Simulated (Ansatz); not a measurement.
Relaxation of a periodic cell of 17 atoms, K$_{16}$H (host K, host structure bcc, interstitial H), to a largest force component of 0.03 eV/Å in at most 60 steps.

These are results of DFT PBEsol, scalar-relativistic, plane waves, PAW (Ansatz), not measurements. Settings: cutoff 420 eV, k mesh 2x2x2, gaussian smearing 0.15 eV, no spin polarisation.

```xyz
17
Lattice="10.4600 0.0000 0.0000 0.0000 10.4600 0.0000 0.0000 0.0000 10.4600" Properties=species:S:1:pos:R:3
K 0.000 0.000 0.000
K 5.230 0.000 0.000
K 0.000 5.230 0.000
K 0.000 0.000 5.230
K 2.615 2.615 2.615
K 5.230 5.230 0.000
K 5.230 0.000 5.230
K 7.845 2.615 2.615
K 0.000 5.230 5.230
K 2.615 7.845 2.615
K 2.615 2.615 7.845
K 5.230 5.230 5.230
K 7.845 7.845 2.615
K 7.845 2.615 7.845
K 2.615 7.845 7.845
K 7.845 7.845 7.845
H -0.029 1.348 7.849
```

Task: Where does it end, and by what steps?

Result: It converged. The force dipped under the threshold on the way, but the program's further checks kept it going. Limits of this set-up: coarse k mesh, odd electron count without spin, a small cell, in which the defect meets its images, a typed lattice constant that wasn't relaxed here. After 6 steps the energy has fallen by 0.166 eV; K11 moved furthest, 0.37 Å.

```csv
step,energy less start (eV),largest force component (eV/Å),accepted
0,0.0000,0.212,yes
1,-0.0532,0.178,yes
2,-0.1425,0.025,yes
3,-0.1425,0.025,yes
4,-0.1470,0.023,yes
5,-0.1560,0.025,yes
6,-0.1656,0.021,yes
```

```xyz
17
Lattice="10.4600 0.0000 0.0000 0.0000 10.4600 0.0000 0.0000 0.0000 10.4600" Properties=species:S:1:pos:R:3
K 0.000 -0.030 -0.370
K 5.227 0.124 -0.177
K -0.001 5.447 0.143
K 0.000 -0.029 5.601
K 2.437 2.494 2.615
K 5.228 5.036 0.102
K 5.227 0.124 5.407
K 8.020 2.493 2.615
K -0.001 5.447 5.088
K 2.706 8.048 2.615
K 2.243 2.651 7.845
K 5.228 5.036 5.129
K 7.751 8.049 2.615
K 8.216 2.653 7.845
K 2.754 7.629 7.845
K 7.705 7.631 7.845
H -0.010 1.304 7.845
```

Whether the end is a true minimum wasn't checked by a vibrational analysis.

Time of the run: 33 s on 4 threads of AMD EPYC 9R14 (Zen 4), with other jobs on the host, peak memory 2.5 GiB.
